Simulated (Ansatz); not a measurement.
**Ge (sc type): how the settings move a single-point run**

Question: which choices in the input matter for Ge (sc type)?

Computed with Ansatz 0.2.0 (reference: DFT, PBEsol, PAW with Ansatz's default frozen-core files, scalar-relativistic, unless a step's input says otherwise).

1 further run of the same task is left out (it didn't finish). Runs told in other sessions of the task aren't counted.

## Step 1: The structure to begin with

It takes space group Pm-3m (No. 221, cubic). Conventional cell: a = 2.454 Å, b = 2.454 Å, c = 2.454 Å, α = 90.00°, β = 90.00°, γ = 90.00°. Ge (site symmetry m-3m) is surrounded by 6 Ge at 2.45 Å.

Coordinates:

```cif
data_structure
_symmetry_space_group_name_H-M 'P 1'
_symmetry_Int_Tables_number 1
_cell_length_a 2.4541
_cell_length_b 2.4541
_cell_length_c 2.4541
_cell_angle_alpha 90.000
_cell_angle_beta 90.000
_cell_angle_gamma 90.000
_cell_volume 14.78
loop_
_atom_site_label
_atom_site_type_symbol
_atom_site_fract_x
_atom_site_fract_y
_atom_site_fract_z
_atom_site_occupancy
Ge1 Ge 0.00000 0.00000 0.00000 1
```

## Step 2: Baseline

The input, input.yaml:

```yaml
crystal:
  lattice:
    - [2.4541022694, 0.0, 0.0]
    - [0.0, 2.4541022694, 0.0]
    - [0.0, 0.0, 2.4541022694]
  atoms:
    - { symbol: Ge, position: [0.0, 0.0, 0.0] }
kpoints:
  mp_grid: { grid: [15, 15, 15] }
scf:
  occupations: { method: fermi_dirac, width: 0.1 }
hamiltonian:
  xc: pbesol
  pseudopotentials: { kind: paw }
output:
  forces: true
  stress: true
  eigenvalues: true
  populations: true
```

Launch:

```bash
> ansatz run input.yaml --threads 1 --pin off --max-ram 2048MiB --backend cpu --events-out ev --progress --plain --runs-dir out
```

## Step 3: Changing settings: occupations.width 0.01

input.yaml: that of step 2 with these lines changed.

```diff
@@ -10,3 +10,3 @@
 scf:
-  occupations: { method: fermi_dirac, width: 0.1 }
+  occupations: { method: fermi_dirac, width: 0.01 }
 hamiltonian:
```

What does the calculation give? Wanted: for each run, ending; energy change; pressure; gap; force.

The runs gave:

```tsv
run	ending	energy change	pressure (GPa)	gap (eV)	force (eV/Å)	cycles	time
reference	converged	0	34.6	0.00	0.00	6	1.7 s
1: occupations.width 0.01	converged	-1.0 meV/atom (σ→0)	34.4	0.00	0.00	6	1.6 s
```

Residual by cycle in the longest SCF loop of each run; runs are numbered as in the table. The quantity is the density residual dr2, in eV.

```tsv
cycle	reference	run 1
1	7.2e-4	7.5e-4
2	2.1e-4	8.3e-5
3	1.9e-5	1.3e-5
4	1.0e-7	2.4e-8
5	1.7e-8	6.6e-10
6	2.7e-10	7.8e-12
```

**Reading.** Changing the smearing moves the energy by -1.0 meV/atom (σ→0 values). The structure is not at rest: the sound run finds 35 GPa, so these are no properties of the relaxed crystal. 
